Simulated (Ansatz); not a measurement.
# MoS: the cost of one run

Computed with Ansatz 0.2.0 (DFT PBE+U, scalar-relativistic, plane waves, PAW, unless a step's input says otherwise).

### 1 The structure to begin with

It takes space group F-43m (No. 216, cubic). The conventional cell has a = 5.951 Å, b = 5.951 Å, c = 5.951 Å, α = 90.00°, β = 90.00°, γ = 90.00°. Mo (site symmetry -43m) is surrounded by 4 S at 2.58 Å. Around S (site symmetry -43m) lie 4 Mo at 2.58 Å.

As a file:

```
Mo S
1.0
     0.00000    2.97559    2.97559
     2.97559    0.00000    2.97559
     5.95118    5.95118    0.00000
Mo S
2 2
Direct
  0.00000 0.00000 0.00000
  0.00000 0.00000 0.50000
  0.25000 0.25000 0.12500
  0.25000 0.25000 0.62500
```

### 2 Antiferromagnetic, doubled cell, propagation vector (0, 0, 1/2)

The input, input.yaml:

```yaml
crystal:
  lattice:
    - [0.0, 2.9755887196, 2.9755887196]
    - [2.9755887196, 0.0, 2.9755887196]
    - [5.9511774392, 5.9511774392, 0.0]
  atoms:
    - { symbol: Mo, position: [1.0, 0.0, 0.0], spin: 2.0 }
    - { symbol: S, position: [0.25, 0.25, 0.125] }
    - { symbol: Mo, position: [1.0, 0.0, 0.5], spin: -2.0 }
    - { symbol: S, position: [0.25, 0.25, 0.625] }
basis:
  ecutwfc: 420
kpoints:
  mp_grid: { grid: [12, 12, 6] }
hamiltonian:
  xc: pbe
  hubbard: { sites: [{ species: Mo, l: d, u_eff: 4.38 }] }
scf:
  occupations: { method: gaussian, width: 0.1 }
output:
  forces: true
  stress: true
  eigenvalues: true
  populations: true
magnetization:
  spin_polarized: true
```

Run with:

```sh
$ ansatz run input.yaml --threads 1 --pin off --max-ram 2560MiB --backend cpu --events-out ev --progress --plain --runs-dir out
```

Q: Estimate wall time and peak memory on 1 thread of Arm Neoverse V1, shared host.

About 45 s, with a peak of 0.71 GiB.
